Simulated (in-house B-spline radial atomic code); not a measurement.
# Cd⁴⁷⁺: other nuclei and constants

Thought experiments on Cd⁴⁷⁺: change the model or size of the nucleus and the speed of light, one thing at a time, and follow the levels.

The numbers are computed with in-house B-spline radial atomic code version 1 (Dirac-Hartree-Fock, average of configuration, Fermi nucleus, basis-set limit), except any that are marked as measured or tabulated.

## 1. Starting point

| Property | Result |
| --- | --- |
| element | cadmium (Z = 48) |
| charge | +47 |
| electrons | 1 |
| configuration | 1s1 |
| Hamiltonian | Dirac-Coulomb |
| nucleus | Fermi, rms radius 4.609 fm |

Settings, as recorded:

```ini
Z = 48
electrons = 1.0
configuration = 1s1
hamiltonian = dirac
method = hf
spin_polarised = False
nucleus = fermi
rms_radius = 4.6087
mass_number = 114
atomic_mass = 113.903364998
speed_of_light = 137.035999084
```

This reference run was done before. Its total energy is -1189.628138 hartree (electron-nucleus part -2459.5307, recoil term 0.005729472), and its levels are (the highest eight at most):

| orbital | occupation | energy (eV) | <r> (bohr) |
| --- | --- | --- | --- |
| 1s1/2 | 1 | -32371.4 | 0.02993 |

## 2. Gaussian nucleus

Settings, as recorded:

```ini
Z = 48
electrons = 1.0
configuration = 1s1
hamiltonian = dirac
method = hf
spin_polarised = False
nucleus = gauss
rms_radius = 4.6087
mass_number = 114
atomic_mass = 113.903364998
speed_of_light = 137.035999084
```

## 3. Uniform sphere

The settings differ from step 2 so:

```diff
@@ -6,3 +6,3 @@
 spin_polarised = False
-nucleus = gauss
+nucleus = sphere
 rms_radius = 4.6087
```

## 4. Nearly point-like nucleus (rms radius 0.01 fm)

The settings differ from step 3 so:

```diff
@@ -6,4 +6,4 @@
 spin_polarised = False
-nucleus = sphere
-rms_radius = 4.6087
+nucleus = gauss
+rms_radius = 0.01
 mass_number = 114
```

## 5. Rms radius × 0.98

The settings differ from step 4 so:

```diff
@@ -6,4 +6,4 @@
 spin_polarised = False
-nucleus = gauss
-rms_radius = 0.01
+nucleus = fermi
+rms_radius = 4.5165
 mass_number = 114
```

## 6. Rms radius × 1.02

The settings differ from step 5 so:

```diff
@@ -7,3 +7,3 @@
 nucleus = fermi
-rms_radius = 4.5165
+rms_radius = 4.7009
 mass_number = 114
```

## 7. Speed of light × 0.9

Settings, as recorded:

```ini
Z = 48
electrons = 1.0
configuration = 1s1
hamiltonian = dirac
method = hf
spin_polarised = False
nucleus = fermi
rms_radius = 4.6087
mass_number = 114
atomic_mass = 113.903364998
speed_of_light = 123.3323991756
```

Q: By how much, and in which direction, does each change move the total energy and the levels?

The runs gave:

All values are changes from the reference run; energy changes under 3e-05 eV count as noise.

| change | Δ total energy (eV) | Δ 1s1/2 level (eV) |
| --- | --- | --- |
| Gaussian nucleus | -0.004718 | -0.004718 |
| uniform sphere | +0.001795 | +0.001795 |
| nearly point-like nucleus (rms radius 0.01 fm) | -1.537 | -1.537 |
| rms radius × 0.98 | -0.05697 | -0.05697 |
| rms radius × 1.02 | +0.05796 | +0.05796 |
| speed of light × 0.9 | -260.7 | -260.7 |

**Reading.** The largest shift, -260.7 eV, belongs to the run "speed of light × 0.9". A radius 2 % larger raises the energy by 0.0580 eV, and one 2 % smaller lowers it by 0.0570 eV. At a fixed rms radius the shape of the nuclear charge matters less than that: at most 0.0047 eV.
